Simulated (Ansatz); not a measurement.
# C₄H₈Si, SMILES C=CC1C[SiH2]1: a geometry optimisation

With the Ansatz DFT code, driven from Python.

Interactive session:
```pycon
>>> import ansatz as az
>>> import numpy as np
>>> GEOMETRY = """
... C    -1.92490    0.58400   -0.78840
... C    -1.23190    0.16610    0.21290
... C    -0.05060   -0.64360    0.05110
... C     1.25130   -0.03610   -0.60650
... Si    1.40600   -0.36840    1.20450
... H    -2.86700    1.23210   -0.61890
... H    -1.67300    0.42970   -1.82730
... H    -1.52910    0.41370    1.21800
... H    -0.21120   -1.67920   -0.07540
... H     1.17370    1.00230   -0.84960
... H     1.76480   -0.67740   -1.22590
... H     2.43250   -1.42510    1.41400
... H     1.47980    0.96710    1.90640
... """
>>> molecule = az.Crystal.molecule()
>>> for line in GEOMETRY.strip().splitlines():
...     symbol, *xyz = line.split()
...     molecule = molecule.atom(symbol, [float(v) for v in xyz])
...
>>> job = (
...     molecule.calculation()
...     .basis(gaussian="def2-SVP")
...     .functional("pbe0")
... )
>>> symbols = [site.symbol for site in molecule.cartesian_sites]
>>> start = np.array([site.position_ang for site in molecule.cartesian_sites], dtype=float)
>>> def progress(event):
...     if event["event"] == "relax_step":
...         row = event["data"]
...         print(f"step {row['step']:3d}  E = {row['lagrangian_ev']:.6f} eV  largest force component {row['allowed_force_max_ev_ang']:.4f} eV/A")
...
>>> data = job.relax(force_tolerance=0.02).session().plan().execute(on_event=progress).report
step   1  E = -12139.356545 eV  largest force component 3.7289 eV/A
step   2  E = -12139.929768 eV  largest force component 1.1594 eV/A
step   3  E = -12139.969101 eV  largest force component 0.7496 eV/A
step   4  E = -12140.047521 eV  largest force component 0.3741 eV/A
step   5  E = -12140.082697 eV  largest force component 0.6779 eV/A
step   6  E = -12140.128185 eV  largest force component 0.3890 eV/A
step   7  E = -12140.151625 eV  largest force component 0.3040 eV/A
step   8  E = -12140.167588 eV  largest force component 0.3648 eV/A
step   9  E = -12140.176690 eV  largest force component 0.4338 eV/A
step  10  E = -12140.180655 eV  largest force component 0.3409 eV/A
step  11  E = -12140.186848 eV  largest force component 0.0960 eV/A
step  12  E = -12140.184880 eV  largest force component 0.1329 eV/A
step  13  E = -12140.188402 eV  largest force component 0.0300 eV/A
step  14  E = -12140.188769 eV  largest force component 0.0188 eV/A
>>> end = np.array(data["positions_ang"])
>>> print("reference energy %16.6f eV" % data["reference_energy_ev"])
reference energy    -12140.188797 eV
>>> print("total energy     %16.6f eV" % data["free_energy_ev"])
total energy        -12140.188797 eV
>>> print("occupied orbitals outside the frozen core (up, down):", data["n_occupied"], " frozen:", data["n_frozen"], " virtual:", data["n_virtual"])
occupied orbitals outside the frozen core (up, down): [23, 23]  frozen: 0  virtual: [91, 91]
>>> print("final positions (A) and the move of each atom")
final positions (A) and the move of each atom
>>> for symbol, xyz, old in zip(symbols, end, start):
...     print(f"{symbol:2s} {xyz[0]:10.5f} {xyz[1]:10.5f} {xyz[2]:10.5f}   {np.linalg.norm(xyz - old):7.4f}")
...
C    -1.70123    0.96196   -0.55320    0.4982
C    -1.32354   -0.10896    0.15478    0.2957
C    -0.01495   -0.79189    0.11684    0.1661
C     1.12720   -0.28776   -0.77114    0.3253
Si    1.46003   -0.06904    1.04542    0.3433
H    -2.69244    1.40153   -0.41714    0.3160
H    -1.04819    1.44083   -1.28838    1.3051
H    -2.03770   -0.53669    0.86973    1.1328
H    -0.08564   -1.88500    0.19290    0.3607
H     0.92799    0.59847   -1.38391    0.7134
H     1.68148   -1.05647   -1.32024    0.3994
H     2.41917   -0.97897    1.72176    0.5422
H     1.30822    1.27719    1.64747    0.4389
>>> with open("c4h8si_opt.xyz", "w") as handle:
...     handle.write(f"{len(symbols)}\nrelaxed C4H8Si\n")
...     handle.writelines(f"{s:2s} {x:11.6f} {y:11.6f} {z:11.6f}\n" for s, (x, y, z) in zip(symbols, end))
...
18
```

File `c4h8si_opt.xyz` afterwards:
```text
13
relaxed C4H8Si
C    -1.701233    0.961957   -0.553203
C    -1.323541   -0.108958    0.154779
C    -0.014949   -0.791893    0.116843
C     1.127198   -0.287757   -0.771142
Si    1.460030   -0.069041    1.045418
H    -2.692443    1.401532   -0.417140
H    -1.048193    1.440827   -1.288379
H    -2.037702   -0.536686    0.869734
H    -0.085636   -1.884997    0.192905
H     0.927990    0.598468   -1.383911
H     1.681484   -1.056472   -1.320239
H     2.419173   -0.978970    1.721762
H     1.308221    1.277189    1.647472
```

Notes:
- Total energies depend on the basis set; only differences at equal settings carry meaning.
- The end point is the stationary point reached from this start; no frequency run checks that it is a minimum, and the basis set is modest.
- Finished in 2.4 min on 1 thread of Arm Neoverse N1 (shared host), peak memory 0.33 GiB.
